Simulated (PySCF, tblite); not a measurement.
**C₅H₂F₅N₂−: infrared bands and NMR shifts**

Aim: predict the infrared bands and NMR shifts of C₅H₂F₅N₂− (`FC(F)(F)C(F)(F)c1cnc[n-]1`).

Computed with tblite 0.8.0 and PySCF 2.14.0, with density-fitted response routines of our own, on a single molecule in the gas phase. Atoms are numbered from 0 throughout.

## 1. The molecule as given

14 atoms, charge -1, multiplicity 1; geometry from: GFN2-xTB.

Bonds of the start (Å): F0–C1 1.33, C1–F2 1.33, C1–F3 1.36, C1–C4 1.54, C4–F5 1.39, C4–F6 1.39, C4–C7 1.46, C7–C8 1.39, C8–N9 1.34, N9–C10 1.34, C10–N11 1.33, N11–C7 1.37, C8–H12 1.08, C10–H13 1.08.

## 2. Harmonic vibrations with GFN2-xTB

Job settings and geometry (Å):

```
{"job": {"kind": "ir", "xc": "GFN2-xTB", "basis": "xTB"}, "charge": -1, "multiplicity": 1}
F     -1.575885    -1.877040     0.206759
C     -1.801272    -0.714183    -0.403340
F     -1.552251    -0.872694    -1.702647
F     -3.139039    -0.515743    -0.315737
C     -1.027230     0.457830     0.223035
F     -1.499082     1.605286    -0.399259
F     -1.525749     0.602509     1.509665
C      0.422554     0.289308     0.155742
C      1.439058     1.117228     0.612077
N      2.621452     0.546186     0.326522
C      2.279729    -0.593629    -0.284840
N      0.980572    -0.816632    -0.423559
H      1.359696     2.063832     1.117557
H      3.016768    -1.292731    -0.644140
```

**Question.** This job is followed by: GIAO PBE0/pcSseg-1 NMR shielding, non-relativistic, gas phase. Predict these results of the whole session: strongest single infrared mode (GFN2-xTB); zero-point energy (GFN2-xTB); 13C shifts against TMS (PBE0/pcSseg-1); 1H shifts against TMS (PBE0/pcSseg-1); 19F shifts against CFCl3 (PBE0/pcSseg-1, means over atoms taken as alike); 15N shifts against NH3 (PBE0/pcSseg-1).

**Answer**, as computed:

```
                                                                 quantity                                  value
                                strongest single infrared mode (GFN2-xTB)                  1041 cm⁻¹, 450 km/mol
                                             zero-point energy (GFN2-xTB)                          44.6 kcal/mol
                                   13C shifts against TMS (PBE0/pcSseg-1)  146.8, 131.9, 131.8, 129.8, 125.1 ppm
                                    1H shifts against TMS (PBE0/pcSseg-1)                         7.43, 7.08 ppm
19F shifts against CFCl3 (PBE0/pcSseg-1, means over atoms taken as alike)                      -91.4, -106.8 ppm
                                   15N shifts against NH3 (PBE0/pcSseg-1)                       300.3, 296.8 ppm
```

What this shows: All 36 modes are real, so the xTB geometry is a minimum. The strongest single mode, at 1041 cm⁻¹, moves mainly C1. Unscaled tight-binding wavenumbers are off by several per cent, some by more. Its intensities can rank the bands wrongly. NICS(1)zz of -33 ppm above the planar ring from C7 marks a diatropic (aromatic) ring current.
